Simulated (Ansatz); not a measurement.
# One input on several machines: wB97M-V with gradient, Ge16H34 (germane series)

Program: Ansatz 0.2.0. No other job shared the machine, and each run was timed once from launch to exit. Hardware: a node with four NVIDIA GB300 Max-Q cards and 144 Grace (Neoverse V2) cores; a node with four NVIDIA GB200 cards and 144 Grace (Neoverse V2) cores; a node with eight NVIDIA H100 80GB cards and 96 AMD EPYC 7R13 cores; an Intel Xeon 6975P-C node (Granite Rapids, 96 cores, 192 hardware threads, 360 GiB). Times and memory are rounded to two significant figures, and ratios are formed from the unrounded values. A row is a single run, so small differences between rows aren't established. System services beside the runs took up to 5 cores (rounded up). Runs with a thread on every core shared the cores with them. Precision is the program's default, which can work at lower precision in parts of a run. Card memory is the largest of readings taken every 0.4 s, so short peaks can be missed, and it isn't given for runs under about 3 s. It shows what a run took, which needn't be the least that it can run in: the program holds more work at once where threads and free memory allow. Ansatz fits or factors the two-electron integrals of a Gaussian basis by default. It has two schemes, and a run can build a set of factors by either or by both: the log gives each set's size, with a bound on the integrals' error for one scheme and none for the other.

Commands are shown without the flags for output files and display.

```
atoms                                                                   : 50
electrons                                                               : 546
basis                                                                   : def2-tzvp
basis functions                                                         : 972
integral factors (in one run; the count can differ a little by machine) : 6911 (error up to 1.0e-3 eV) and 1653 (error up to 6.2e-6 eV)
```

Input:

```yaml
crystal:
  periodic: [false, false, false]
  atoms:
    - { symbol: Ge, position_ang: [0.0000, 0.0000, 0.0000] }
    - { symbol: H, position_ang: [0.0000, -0.8932, 1.2551] }
    - { symbol: H, position_ang: [0.0000, -0.8932, -1.2551] }
    # ... 46 more atoms, left out here ...
    - { symbol: H, position_ang: [31.6793, 0.4912, 0.0000] }
basis:
  gaussian: { orbitals: def2-tzvp }
hamiltonian: { xc: { name: wB97M-V } }
output: { forces: true }
```

| machine share | command | wall time | stage clocks | outside them | CPU time | SCF iterations | threads | host memory (GiB) | fullest card (GiB) | remarks |
| --- | --- | --- | --- | --- | --- | --- | --- | --- | --- | --- |
| 1 × GB200 | ansatz run input.yaml --backend cuda --devices 1 | 15 s | 14 s | 0.71 s | 8.9 min | 18 | 144 | 7.1 | 70 |  |
| 1 × GB300 | ansatz run input.yaml --backend cuda --devices 1 | 53 s | 53 s | 0.71 s | 9.8 min | 18 | 144 | 7.4 | 71 |  |
| 1 × H100 | ansatz run input.yaml --backend cuda --devices 1 | 17 s | 15 s | 1.4 s | 5.1 min | 18 | 96 | 8.2 | 70 | card 70 of 80 GiB |

The stage clocks are the program's own; these runs have one, the mean-field stage. The mean-field stage is one clock over all work up to the reference state: integrals, SCF, the wait for a card to open. It also holds the gradient, which the log begins ahead of the stage's close and which has no clock of its own, so its share isn't known. Outside lie the rest of start-up and exit.

SCF iterations count the mean-field evaluations that the program logged over all starts and steps, those after a first convergence included. Functionals ending in -V hold the non-local VV10 term, a sum over pairs of grid points whose cost follows the grid and not the basis.

«card a of b GiB» or «host a of b GiB»: the run took three quarters or more of a card's memory (or the program reckoned to fill 85 % of what was free), or 60 % or more of the host memory that it had. The program fits its work to the free memory, so such a run may be limited by memory even where its log doesn't say so. Rows whose remarks tell of memory aren't like for like with rows without.

The logs of these runs don't tell the arithmetic, which the program chooses by machine, so the machines needn't compute or store alike.

The runs on cards also kept host threads busy (see the CPU time), so differences between cards can come from their hosts too.

Among these rows the slowest by wall time (1 × GB300) takes 3.6 times as long as the fastest (1 × GB200).

The gap on the stage clocks between 1 × GB300 and 1 × GB200 (53 s against 14 s) wasn't traced.

Q: How long does the same input take on 96 threads, Xeon 6975P-C (ansatz run input.yaml --threads 96 --backend cpu)?

A: 37 s, in 18 SCF iterations, 0.70 times the time on 1 × GB300; peak host memory 23 GiB. The gradient lies inside the mean-field stage and has no clock of its own. Remarks: workers unbound. «workers unbound»: the program didn't bind its workers to cores in this run.
